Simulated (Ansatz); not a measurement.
BrClSn, SMILES [Cl][Sn][Br], a relaxed scan of one distance

Computed with Ansatz's Python interface.

Run as a notebook:

In [1]:
```python
from dataclasses import dataclass
import warnings

import ansatz as az
import numpy as np
```

In [2]:
```python
@dataclass(frozen=True)
class Options:
    basis: str = "def2-SVP"
    functional: str = "b3lyp"
```

In [3]:
```python
opts = Options()
```

In [4]:
```python
warnings.simplefilter("ignore", az.DeckWarning)
```

In [5]:
```python
brclsn = (
    az.Crystal.molecule()
    .atom("Cl", (0.5411, 1.8383, 0.4872))
    .atom("Sn", (-0.83, 0.1539, -0.4346))
    .atom("Br", (0.278, -2.057, -0.0658))
)
```

In [6]:
```python
setup = brclsn.calculation().basis(gaussian=opts.basis).functional(opts.functional)
symbols = [site.symbol for site in brclsn.cartesian_sites]
pairs = [(0, 1), (1, 2)]
print("held (A)   E (eV)        ", "  ".join(f"{symbols[i]}{i}-{symbols[j]}{j}" for i, j in pairs))
for length in [2.3, 2.5, 2.7, 3.0, 3.38]:
    rep = setup.relax(constraints=[az.DistanceConstraint((1, 2), at=length)], force_tolerance=0.02, max_steps=60).run().report
    xyz = np.array(rep["positions_ang"])
    print(f"{length:6.2f} {rep['free_energy_ev']:14.5f}  ", "  ".join(f"{np.linalg.norm(xyz[i] - xyz[j]):.3f}" for i, j in pairs))
```
```text
held (A)   E (eV)         Cl0-Sn1  Sn1-Br2
  2.30   -88393.65113   2.427  2.300
  2.50   -88394.11591   2.413  2.500
  2.70   -88394.06361   2.401  2.700
  3.00   -88393.59126   2.387  3.000
  3.38   -88392.84566   2.376  3.380
```

Notes:
- Total energies depend on the basis set; only differences at equal settings carry meaning.
- The energies are electronic: no zero-point or thermal terms, and the basis set is short of its limit.
- def2 sets replace the cores of elements past krypton by effective core potentials.
- b3lyp holds the VWN-RPA fit, as in Gaussian; the form of ORCA and Turbomole is b3lyp5.
- The script silences the warnings on its input, which a real study should read.
- Wall time of the script: 86 s on 1 thread of Arm Neoverse V1, with other jobs on the host, peak memory 0.25 GiB.

(Lines on the test bed's own set-up are left out of the output.)
